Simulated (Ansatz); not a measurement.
**C₂H₇ClGeOS: one species, many methods**

How much do the methods differ for C₂H₇ClGeOS? The plan is to run it at one geometry with functionals of several rungs and with coupled cluster. The yardstick is the atomisation energy at the CCSD(T) limit.

The runs use Ansatz 0.2.0, Gaussian basis; functionals in def2-TZVPP, the program's frozen cores in correlated methods.

Plan: PBE-D4, r2SCAN-D4, PBE0-D4, B3LYP-D4, ωB97X-V, ωB97M-V, B2PLYP; CCSD(T)/def2-TZVPP; MP2/def2-QZVPP; extrapolation to the limit.

### 1 The relaxed structure

An earlier PBE0-D4 in a triple-zeta def2 set relaxation fixed the geometry.

SMILES `C[O][GeH]([Cl])[S]C`, 13 atoms, charge 0, spin multiplicity 1.

Atoms are counted from 1 here; the program's logs count them from 0.

Bond lengths: C1–O2 1.413 Å, C1–H7 1.096 Å, C1–H8 1.092 Å, C1–H9 1.095 Å, O2–Ge3 1.763 Å, Ge3–Cl4 2.148 Å, Ge3–S5 2.198 Å, Ge3–H10 1.530 Å, S5–C6 1.819 Å, C6–H11 1.090 Å, C6–H12 1.089 Å, C6–H13 1.090 Å. Angles: O2–C1–H7 111.9°, O2–C1–H8 107.6°, O2–C1–H9 111.3°, H7–C1–H8 108.7°, H7–C1–H9 108.5°, H8–C1–H9 108.7°, C1–O2–Ge3 119.8°, O2–Ge3–Cl4 109.5°, O2–Ge3–S5 111.0°, O2–Ge3–H10 104.8°, Cl4–Ge3–S5 105.4°, Cl4–Ge3–H10 110.6°, S5–Ge3–H10 115.6°, Ge3–S5–C6 97.7°, S5–C6–H11 111.4°, S5–C6–H12 111.3°, S5–C6–H13 106.2°, H11–C6–H12 110.1° and more.

Coordinates:

```
C     1.4817    1.2924   -0.6303
O     0.3734    1.3855    0.2420
Ge   -1.1728    0.6779   -0.2250
Cl   -1.8334    1.5553   -2.0713
S    -0.9641   -1.4702   -0.6402
C    -0.3712   -1.9801    1.0016
H     1.6623    0.2608   -0.9537
H     2.3590    1.6486   -0.0872
H     1.3424    1.9160   -1.5195
H    -2.1278    1.0402    0.9141
H    -1.1283   -1.8135    1.7677
H     0.5502   -1.4635    1.2673
H    -0.1715   -3.0493    0.9344
```

### 2 PBE-D4 (GGA)

in.yaml reads:

```yaml
crystal:
  periodic: [false, false, false]
  atoms:
    - {symbol: C, position_ang: [1.481718, 1.292419, -0.630295]}
    - {symbol: O, position_ang: [0.373421, 1.385458, 0.242044]}
    - {symbol: Ge, position_ang: [-1.172777, 0.677887, -0.225005]}
    - {symbol: Cl, position_ang: [-1.833394, 1.555304, -2.071291]}
    - {symbol: S, position_ang: [-0.964094, -1.470217, -0.640200]}
    - {symbol: C, position_ang: [-0.371181, -1.980115, 1.001599]}
    - {symbol: H, position_ang: [1.662343, 0.260766, -0.953700]}
    - {symbol: H, position_ang: [2.359032, 1.648563, -0.087205]}
    - {symbol: H, position_ang: [1.342398, 1.915956, -1.519451]}
    - {symbol: H, position_ang: [-2.127798, 1.040226, 0.914136]}
    - {symbol: H, position_ang: [-1.128337, -1.813475, 1.767723]}
    - {symbol: H, position_ang: [0.550166, -1.463516, 1.267294]}
    - {symbol: H, position_ang: [-0.171507, -3.049256, 0.934372]}
basis:
  gaussian: {orbitals: def2-TZVPP}
hamiltonian: {xc: pbe, dispersion: d4}
output: {forces: true, orbitals: {seedname: orbitals}}
```

Run with:

```bash
ansatz run in.yaml --threads 2 --pin off --events-out ev --progress --plain --max-ram 20480MiB --backend cuda --devices 0, --max-vram 18GiB
```

Further steps of the session: r2SCAN-D4 (meta-GGA); PBE0-D4 (hybrid); B3LYP-D4 (hybrid); ωB97X-V (range-separated); ωB97M-V (range-separated); B2PLYP (double hybrid); CCSD(T) in def2-TZVPP; MP2 in def2-QZVPP.

**Question.** What will the summary of the whole plan be? Wanted: atomisation energy, CCSD(T)/CBS; farthest; mean size of error, hybrid; mean size of error, range-separated; gap, smallest and largest; T1 diagnostic; triples share of the correlation energy.

The runs gave:

| quantity | value |
| --- | --- |
| atomisation energy, CCSD(T)/CBS | 4565.7 kJ/mol |
| functionals within 45.7 kJ/mol (1.0 %) | r2SCAN-D4, PBE0-D4, B3LYP-D4, ωB97X-V, ωB97M-V |
| farthest | B2PLYP (-76.4 kJ/mol) |
| mean size of error, hybrid | 19.7 kJ/mol |
| mean size of error, range-separated | 7.3 kJ/mol |
| gap, smallest and largest | 4.84 eV (PBE-D4), 11.64 eV (ωB97X-V) |
| T1 diagnostic | 0.0112 |
| triples share of the correlation energy | 4.0 % |

**Reading.** PBE-D4 misses by +69.5 kJ/mol. Double hybrids carry the basis error of their MP2 part in triple zeta, and no dispersion term here, so their miss is partly the set-up's. Misses under about 45.7 kJ/mol are within the doubt on the reference itself, which lacks core-valence correlation, relativity and higher excitations, and its outer-core shells are covered unevenly. Hartree-Fock recovers 72 % of the binding; the rest is correlation. The gap grows from 4.8 to 11.6 eV across the functionals, mostly with the share of exact exchange. Correlated methods include outer-core shells of Ge, which these sets cover unevenly.
